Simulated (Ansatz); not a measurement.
# C₂H₉OPSi: one species, many methods

One table from this session's results is given with a row withheld; the runs are named, their logs left out.

Computed with Ansatz 0.2.0, Gaussian basis. Level: functionals in def2-TZVPP, the program's frozen cores in correlated methods.

Levels to be run: PBE-D4, r2SCAN-D4, PBE0-D4, B3LYP-D4, ωB97X-V, ωB97M-V, B2PLYP; CCSD(T)/def2-TZVPP; MP2/def2-QZVPP; extrapolation to the limit.

## Structure used throughout

The geometry comes from an earlier relaxation with PBE0-D4 in a triple-zeta def2 set; it is a stationary point, not always the lowest conformer.

14 atoms, charge 0, spin multiplicity 1.

Atoms are counted from 1 here; the program's logs count them from 0.

Bond lengths: C1–C2 1.508 Å, C1–H6 1.092 Å, C1–H7 1.092 Å, C1–H8 1.093 Å, C2–O3 1.417 Å, C2–H9 1.098 Å, C2–H10 1.098 Å, O3–Si4 1.644 Å, Si4–P5 2.239 Å, Si4–H11 1.491 Å, Si4–H12 1.491 Å, P5–H13 1.421 Å, P5–H14 1.421 Å. Angles: C2–C1–H6 110.5°, C2–C1–H7 110.5°, C2–C1–H8 110.4°, H6–C1–H7 108.3°, H6–C1–H8 108.5°, H7–C1–H8 108.5°, C1–C2–O3 109.2°, C1–C2–H9 110.3°, C1–C2–H10 110.3°, O3–C2–H9 109.8°, O3–C2–H10 109.8°, H9–C2–H10 107.4°, C2–O3–Si4 122.5°, O3–Si4–P5 110.9°, O3–Si4–H11 110.3°, O3–Si4–H12 110.3°, P5–Si4–H11 108.6°, P5–Si4–H12 108.6° and more.

Set-up of the first run:

in.yaml

```yaml
crystal:
  periodic: [false, false, false]
  atoms:
    - {symbol: C, position_ang: [-1.030051, -0.226777, 2.062792]}
    - {symbol: C, position_ang: [0.076026, -0.617398, 1.115680]}
    - {symbol: O, position_ang: [-0.074099, 0.099463, -0.097727]}
    - {symbol: Si, position_ang: [0.970571, -0.064350, -1.355916]}
    - {symbol: P, position_ang: [0.359752, 1.232401, -3.076361]}
    - {symbol: H, position_ang: [-2.004536, -0.455873, 1.627413]}
    - {symbol: H, position_ang: [-0.991829, 0.843434, 2.274552]}
    - {symbol: H, position_ang: [-0.934015, -0.771080, 3.005283]}
    - {symbol: H, position_ang: [1.055099, -0.395433, 1.561029]}
    - {symbol: H, position_ang: [0.043740, -1.696825, 0.916148]}
    - {symbol: H, position_ang: [1.007230, -1.481809, -1.817858]}
    - {symbol: H, position_ang: [2.349849, 0.318172, -0.937429]}
    - {symbol: H, position_ang: [0.156667, 2.367154, -2.246265]}
    - {symbol: H, position_ang: [-0.997507, 0.819622, -3.002539]}
basis:
  gaussian: {orbitals: def2-TZVPP}
hamiltonian: {xc: pbe, dispersion: d4}
output: {forces: true, orbitals: {seedname: orbitals}}
```

Run with:

```
$ ansatz run in.yaml --threads 4 --pin off --events-out ev --progress --plain --max-ram 10444MiB
```

Among the steps run: PBE-D4 (GGA); r2SCAN-D4 (meta-GGA); PBE0-D4 (hybrid); B3LYP-D4 (hybrid); ωB97X-V (range-separated); ωB97M-V (range-separated); B2PLYP (double hybrid); CCSD(T) in def2-TZVPP; MP2 in def2-QZVPP.

One table of the session follows, with a row left open; its other results are not shown here.

It belongs to the step «Atomisation energies». 

```
            method  atomisation energy (kJ/mol)
            PBE-D4                       4964.3
         r2SCAN-D4                       4920.0
           PBE0-D4                            ?
          B3LYP-D4                       4926.2
           ωB97X-V                       4951.8
           ωB97M-V                       4940.1
            B2PLYP                       4860.7
     HF/def2-TZVPP                       3615.8
    MP2/def2-TZVPP                       4811.3
   CCSD/def2-TZVPP                       4732.2
CCSD(T)/def2-TZVPP                       4791.4
           MP2/CBS                       4939.3
       CCSD(T)/CBS                       4919.4
```

Estimate the missing values for PBE0-D4.

**Answer.** atomisation energy (kJ/mol): 4904.0. In the column «atomisation energy (kJ/mol)» it lies between B2PLYP (4860.7) and CCSD(T)/CBS (4919.4).

To keep in mind: Free atoms (2 C, 1 O, 1 Si, 1 P, 9 H) were run apart at each level; the atomisation energy is their sum less the molecule, without zero-point or spin-orbit terms.
